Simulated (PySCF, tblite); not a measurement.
# CH₁₁BO₂Si₃: geometry, infrared bands and NMR shifts

What infrared bands and NMR shifts should CH₁₁BO₂Si₃ (`OB(O)C([SiH3])([SiH3])[SiH3]`) show?

Computed with tblite 0.8.0 and PySCF 2.14.0, with density-fitted response routines of our own, on a single molecule in the gas phase. Atoms count from 0, in the outputs and in this text.

## Step 1: The starting structure

18 atoms, charge 0, multiplicity 1; geometry from: force field or distance geometry start.

Bonds of the start (Å): O0–B1 1.48, B1–O2 1.45, B1–C3 1.57, C3–Si4 1.84, C3–Si5 1.87, C3–Si6 1.87, O0–H7 1.00, O2–H8 0.99, Si4–H9 1.48, Si4–H10 1.47, Si4–H11 1.48, Si5–H12 1.48, Si5–H13 1.49, Si5–H14 1.47, Si6–H15 1.46, Si6–H16 1.47, Si6–H17 1.48.

## Step 2: Optimising the geometry with GFN2-xTB

The job: settings as JSON, then the geometry in Å.

```
{"job": {"kind": "relax", "xc": "GFN2-xTB", "basis": "xTB"}, "charge": 0, "multiplicity": 1}
O      2.328000    -0.110600     0.458400
B      1.163000    -0.760100    -0.190700
O      1.434800    -1.852800    -1.097000
C     -0.179000     0.045900    -0.070300
Si    -1.518800    -0.525900    -1.199100
Si    -0.803600    -0.212300     1.677600
Si     0.259600     1.835000    -0.400000
H      2.346600    -0.473200     1.389000
H      2.409900    -2.039000    -1.066900
H     -2.538700    -1.307800    -0.461100
H     -1.047500    -1.330900    -2.331600
H     -2.195100     0.703600    -1.682200
H     -2.043300     0.583200     1.839200
H      0.265900     0.300500     2.573800
H     -1.111300    -1.620100     1.961800
H      0.351200     2.006300    -1.847400
H     -0.721500     2.742900     0.216700
H      1.591200     2.021500     0.218100
```

Run with:

```
OMP_NUM_THREADS=1 python probes_run.py task.json out
```

This one command runs all jobs of the session in turn.

**Question.** This job is followed by: GFN2-xTB harmonic vibrations, gas phase; GIAO PBE0/pcSseg-1 NMR shielding, non-relativistic, gas phase. What will the session give for the following? strongest single infrared mode (GFN2-xTB); zero-point energy (GFN2-xTB); ¹³C shifts against TMS (PBE0/pcSseg-1); ¹H shifts against TMS (PBE0/pcSseg-1, means over atoms taken as alike); ¹⁷O shifts against H2O (PBE0/pcSseg-1, means over atoms taken as alike); ¹¹B shifts against BF3·OEt2 (PBE0/pcSseg-1); ²⁹Si shifts against TMS (PBE0/pcSseg-1, means over atoms taken as alike).

The runs gave:

| quantity | value |
| --- | --- |
| strongest single infrared mode (GFN2-xTB) | 2256 cm⁻¹, 745 km/mol |
| zero-point energy (GFN2-xTB) | 69.6 kcal/mol |
| ¹³C shifts against TMS (PBE0/pcSseg-1) | -18.4 ppm |
| ¹H shifts against TMS (PBE0/pcSseg-1, means over atoms taken as alike) | 4.20, 4.09 ppm |
| ¹⁷O shifts against H2O (PBE0/pcSseg-1, means over atoms taken as alike) | 127.5 ppm |
| ¹¹B shifts against BF3·OEt2 (PBE0/pcSseg-1) | 28.1 ppm |
| ²⁹Si shifts against TMS (PBE0/pcSseg-1, means over atoms taken as alike) | -66.6 ppm |

**Reading.** Relaxing lowered the energy by 1.153 eV in 87 steps; the close pair that moved most is O0–B1, from 1.483 to 1.365 Å. All 48 modes are real, so the xTB geometry is a minimum. Unscaled tight-binding wavenumbers are off by several per cent, some by more. Its intensities can rank the bands wrongly. At PBE0/pcSseg-1: The widest tensor belongs to O0, O2: span 165 ppm, with a paramagnetic part of -180 ppm.
